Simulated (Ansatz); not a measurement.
**CHGe2+ (triplet): wave-function methods side by side, cc-pVDZ**

The task here is to estimate one member of a computed series from the others.

Computed with Ansatz 0.2.0, Gaussian basis. Level: cc-pVDZ, core rule «outside noble gas», up to 29 orbitals frozen.

To be run: UHF; CCSD(T) on ROHF; CCSD(T) on UHF; BCCD(T) on ROHF; CISD as a restricted active space (open shells left free, so some higher excitations enter); CCSDT(Q) on ROHF; CCSDT(Q) on UHF; CASSCF and MRCISD+Q, 10 electrons in 10 orbitals; CASSCF and NEVPT2, 10 electrons in 10 orbitals.

20 further runs of the same task are left out: 7 that didn't finish, 13 set aside as unsound or not needed. Runs told in other sessions of the task aren't counted.

### The geometry

The geometry is a PBE0/def2-TZVP stationary point (not a proven minimum) of the parent state, kept for this charge and spin. No spin-orbit coupling is included. The filled d shell of Ge may be among the frozen orbitals whatever the setting's name suggests.

4 atoms, charge 1, spin multiplicity 3.

Atoms are counted from 1 here; the program's logs count them from 0.

Bond lengths: C1–Ge2 1.861 Å, C1–Ge3 1.861 Å, C1–H4 1.086 Å, Ge2–Ge3 2.631 Å. Angles: Ge2–C1–Ge3 90.0°, Ge2–C1–H4 135.0°, Ge3–C1–H4 135.0°, C1–Ge2–Ge3 45.0°, C1–Ge3–Ge2 45.0°.

The first run:

in.yaml reads:

```yaml
crystal:
  periodic: [false, false, false]
  atoms:
    - {symbol: C, position_ang: [0.000000, -1.201572, 0.000000]}
    - {symbol: Ge, position_ang: [0.000000, 0.115210, 1.315666]}
    - {symbol: Ge, position_ang: [0.000000, 0.115210, -1.315666]}
    - {symbol: H, position_ang: [0.000000, -2.287859, 0.000000]}
basis:
  gaussian: {orbitals: cc-pVDZ}
total_charge: 1
magnetization: {spin_polarized: true, initial_magnetization: 2}
hamiltonian: {xc: hf}
output: {orbitals: {seedname: orbitals}}
```

Command:

```console
$ ansatz run in.yaml --threads 1 --pin off --events-out ev --progress --plain --max-ram 2393MiB
```

Steps of the session up to this table: UHF; CCSD(T) on ROHF; CCSD(T) on UHF; BCCD(T) on ROHF; CISD as a restricted active space (open shells left free, so some higher excitations enter); CCSDT(Q) on ROHF; CCSDT(Q) on UHF; CASSCF and MRCISD+Q, 10 electrons in 10 orbitals; CASSCF and NEVPT2, 10 electrons in 10 orbitals.

One table of the session follows, with a row left open; its other results are not shown here.

```
           method  from RCCSDT(Q) (meV)
             RMP2               +1288.7
             UMP2               +1353.5
            RCCSD                +551.1
            UCCSD                +537.3
         RCCSD(T)                 +88.8
         UCCSD(T)                 +84.9
          BCCD(T)                 +83.5
           RCCSDT                 +49.1
           UCCSDT                 +41.5
        RCCSDT(Q)                     0
        UCCSDT(Q)                  -9.1
  CASSCF frontier               +5589.7
  NEVPT2 frontier               +1154.5
  MRCISD frontier                +580.4
MRCISD+Q frontier                     ?
```

**Question.** Estimate the row for MRCISD+Q frontier.

As computed: from RCCSDT(Q) (meV): +77.8. In the column «from RCCSDT(Q) (meV)» it lies between RCCSDT (+49.1) and BCCD(T) (+83.5).

Not comparable, so not listed: CISD as a restricted active space (open shells left free, so some higher excitations enter) (they don't share determinant, frozen orbitals or solution with the rows shown, or repeat one).

Caveats from the session: Left out of the table: ROHF, UHF (another determinant or state than the rows shown). Warnings: spin contamination; coupled cluster took another determinant than the lowest. Restricted and unrestricted rows rest on different reference determinants; a gap between their highest levels can come from leftover correlation error, from unlike frozen cores or from another state.
